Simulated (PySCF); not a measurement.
# BF₃H₃P: NMR shifts and core binding energies in gas and solvents, part 2 of 2

PySCF 2.14.0. Atoms count from 0. The steps go on from the part before.

### 9 Core holes by ΔSCF: SCAN, X2C

Job settings and geometry (Å):

```
{"job": {"kind": "xps", "basis": "pcX-3", "basis_other": "pcseg-2"}, "charge": 0, "multiplicity": 1}
B      1.084697    -0.119069     0.043740
P     -0.738503     0.078429    -0.042170
F     -1.508756    -0.791087    -1.056698
F     -1.291174     1.472146    -0.403592
F     -1.550964    -0.212800     1.235820
H      1.218097    -1.280292     0.345700
H      1.399311     0.672161     0.899775
H      1.441656     0.161143    -1.074808
```

With the program's defaults for keys left out, this is: delta-SCF UKS SCAN, pcX-3 on the ionised atom, pcseg-2 elsewhere, spin-free X2C.

Log:

```text
ground state, core basis on atom 0 (B), 250 functions
  cycle   1  E = -668.61052169  |g| = 8.78e-01
  cycle   2  E = -668.41739680  |g| = 1.42e+00
  cycle   3  E = -668.74153238  |g| = 1.48e-01
  cycle   4  E = -668.74611397  |g| = 3.67e-02
  cycle   5  E = -668.74632694  |g| = 1.77e-02
  cycle   6  E = -668.74639016  |g| = 7.76e-03
  cycle   7  E = -668.74640339  |g| = 1.16e-03
  cycle   8  E = -668.74640400  |g| = 5.70e-04
  cycle   9  E = -668.74640375  |g| = 6.10e-05
  E(ground) = -668.75802469 Eh
hole in B 1s of atom 0
  cycle   1  E = -661.17731384  |g| = 1.17e+00
  cycle   2  E = -660.76731141  |g| = 1.35e+00
  cycle   3  E = -661.54445983  |g| = 3.45e-01
  cycle   4  E = -661.57682075  |g| = 2.23e-01
  cycle   5  E = -661.59000444  |g| = 3.81e-02
  cycle   6  E = -661.59046830  |g| = 1.22e-02
  cycle   7  E = -661.59053471  |g| = 4.77e-03
  cycle   8  E = -661.59054560  |g| = 2.27e-03
  cycle   9  E = -661.59054972  |g| = 1.66e-03
  cycle  10  E = -661.59054967  |g| = 3.31e-04
  E(ion) = -661.60514384 Eh   <S^2> = 0.7698   hole on atom = 1.000   binding energy = 194.640 eV
ground state, core basis on atom 1 (P), 261 functions
  cycle   1  E = -668.86047333  |g| = 7.97e-01
  cycle   2  E = -668.86033445  |g| = 4.35e-02
  cycle   3  E = -668.85972922  |g| = 7.66e-02
  cycle   4  E = -668.86061947  |g| = 3.11e-03
  cycle   5  E = -668.86061963  |g| = 1.17e-03
  cycle   6  E = -668.86061956  |g| = 5.15e-04
  cycle   7  E = -668.86062027  |g| = 6.47e-05
  E(ground) = -668.84114026 Eh
hole in P 1s of atom 1
  cycle   1  E = -588.50690505  |g| = 4.72e+00
  cycle   2  E = -586.67820197  |g| = 3.00e+00
  cycle   3  E = -588.04918075  |g| = 1.63e+00
  cycle   4  E = -589.57130723  |g| = 3.56e-01
  cycle   5  E = -589.51513993  |g| = 4.51e-01
  cycle   6  E = -589.61023476  |g| = 4.73e-02
  cycle   7  E = -589.61120290  |g| = 1.52e-02
  cycle   8  E = -589.61135904  |g| = 3.72e-03
  cycle   9  E = -589.61136335  |g| = 2.29e-03
  cycle  10  E = -589.61136513  |g| = 6.84e-04
  cycle  11  E = -589.61136483  |g| = 1.77e-04
  E(ion) = -589.59706860 Eh   <S^2> = 0.7516   hole on atom = 1.000   binding energy = 2156.341 eV
hole in P 2p of atom 1
  cycle   1  E = -663.26175377  |g| = 1.41e+00
  cycle   2  E = -661.86425301  |g| = 2.05e+00
  cycle   3  E = -663.42264893  |g| = 5.60e-01
  cycle   4  E = -663.61622503  |g| = 1.29e-01
  cycle   5  E = -663.62455392  |g| = 4.42e-02
  cycle   6  E = -663.62474891  |g| = 3.90e-02
  cycle   7  E = -663.62537193  |g| = 6.32e-03
  cycle   8  E = -663.62538999  |g| = 1.58e-03
  cycle   9  E = -663.62539001  |g| = 1.23e-03
  cycle  10  E = -663.62539127  |g| = 5.86e-04
  cycle  11  E = -663.62539046  |g| = 1.55e-04
  E(ion) = -663.61977021 Eh   <S^2> = 0.7529   hole on atom = 1.002   binding energy = 142.081 eV
  2p3/2 = 141.927 eV   2p1/2 = 142.837 eV
ground state, core basis on atom 2 (F), 250 functions
  cycle   1  E = -668.75080384  |g| = 2.58e-01
  cycle   2  E = -668.75076044  |g| = 2.68e-02
  cycle   3  E = -668.75061922  |g| = 3.69e-02
  cycle   4  E = -668.75091051  |g| = 4.77e-03
  cycle   5  E = -668.75091273  |g| = 1.14e-03
  cycle   6  E = -668.75091397  |g| = 2.13e-04
  E(ground) = -668.76383557 Eh
hole in F 1s of atom 2
  cycle   1  E = -642.31353586  |g| = 2.58e+00
  cycle   2  E = -641.94915583  |g| = 2.27e+00
  cycle   3  E = -643.05520816  |g| = 5.53e-01
  cycle   4  E = -643.12506672  |g| = 4.01e-01
  cycle   5  E = -643.20426336  |g| = 6.97e-02
  cycle   6  E = -643.20577908  |g| = 3.31e-02
  cycle   7  E = -643.20622300  |g| = 1.19e-02
  cycle   8  E = -643.20629171  |g| = 3.86e-03
  cycle   9  E = -643.20629843  |g| = 4.58e-04
  E(ion) = -643.22726186 Eh   <S^2> = 0.7572   hole on atom = 1.000   binding energy = 694.886 eV
```

It took 22 s on 2 threads of Intel Xeon Platinum 8488C, shared host; peak memory 1.1 GiB.

Binding energies by hole, beside the orbital energy of the ground state; the difference holds orbital relaxation and, for a density functional, its self-interaction error:

| hole | stands for | environment | ΔSCF (eV; 2p as the shell's mean) | −ε (eV) | ⟨S²⟩ | measured (eV) |
| --- | --- | --- | --- | --- | --- | --- |
| B1s on B0 | B0 | boron bonded to P, 3 H | 194.64 | 179.0 | 0.770 | 194.69 |
| P1s on P1 | P1 | phosphorus bonded to B, 3 F | 2156.34 | 2098.0 | 0.752 | – |
| P2p on P1 | P1 | phosphorus bonded to B, 3 F | 142.23 | 130.5 | 0.753 | – |
| F1s on F2 | F2, F3, F4 | fluorine bonded to P | 694.89 | 669.0 | 0.757 | 694.30 |

Measured: gas; Beach, A photoelectron spectroscopic study of bonding in inorganic and organometallic compounds, PhD thesis, LBL 1985.

Each hole run stands for the others of its class of like atoms.

With the spin-orbit splitting: P1 2p3/2 141.93, 2p1/2 142.84 eV. The table gives each 2p level as the mean over the whole 2p shell (two parts 2p3/2, one part 2p1/2), which differs a little from the single hole in the log.

### 10 Side by side: NMR shifts

Shifts (ppm), means over like atoms, with basis size and wall time (the measured row can stand on another reference than the computed rows):

```csv
run,H5,B0,P1,F2,functions,time
PBE0/pcSseg-2,1.03,-57.6,121.6,-57.9,229,11 s
KT3/pcSseg-2,1.02,-56.5,114.1,-78.8,229,13 s
wB97X-D/pcSseg-2,1.02,-56.2,125.9,-51.0,229,12 s
B97-2/pcSseg-2,1.00,-55.9,119.2,-61.3,229,9.8 s
WP04/pcSseg-2 in chloroform,0.78,-50.8,118.5,-66.1,229,10 s
wB97X-D/pcSseg-2 in chloroform,0.89,-55.7,121.5,-49.6,229,13 s
measured,–,–,107.0,–,–,–
```

Measured: O. Kühl, Phosphorus-31 NMR Spectroscopy, Springer 2008, chapter 6 (publisher's sample).

### 11 What came out

The summary covers parts 1 to 2.

| quantity | value |
| --- | --- |
| point group | C3v |
| rotational constants (main isotopes) | 4.58, 3.80, 3.80 GHz |
| 1H shifts against TMS (PBE0/pcSseg-2, means over atoms taken as alike) | 1.03 ppm |
| 11B shifts against BF3·OEt2 (PBE0/pcSseg-2) | -57.6 ppm |
| 31P shifts against H3PO4 (PBE0/pcSseg-2) | 121.6 ppm |
| 19F shifts against CFCl3 (PBE0/pcSseg-2, means over atoms taken as alike) | -57.9 ppm |
| measured, and computed on the same scale | P1 δ 107.0, 121.6 ppm |
| B1s binding energies, SCAN/pcX-3 | B0 194.64 eV |
| P1s binding energies, SCAN/pcX-3 | P1 2156.34 eV |
| P2p binding energies, SCAN/pcX-3 | P1 142.23 eV |
| F1s binding energies, SCAN/pcX-3 | F2 694.89 eV |
| range of the shift of P1 (wB97X-D/pcSseg-2 runs) | 121.5 to 125.9 ppm |

**Reading.** Relaxing lowered the energy by 0.296 eV in 7 steps; the close pair that moved most is B0–P1, from 1.899 to 1.836 Å. No frequency check was run at this level, so the end point may be a saddle. At PBE0/pcSseg-2: Shielding is most anisotropic at P1 (span 308 ppm, paramagnetic term -770 ppm). The one measured 31P shift is missed by +14.6 ppm (computed less measured, unscaled). Vibration, temperature and solvent are missing from the calculation, so part of the miss against the measured shifts is not the functional's. At SCAN/pcX-3, against 2 measured binding energies, the mean signed error is +0.27 eV. At one level, wB97X-D/pcSseg-2: In ppm, P1 moves most: its shift spreads over 4.4 ppm, from 121.5 (wB97X-D/pcSseg-2 in chloroform) to 125.9 (wB97X-D/pcSseg-2). Part of that comes from the computed reference.
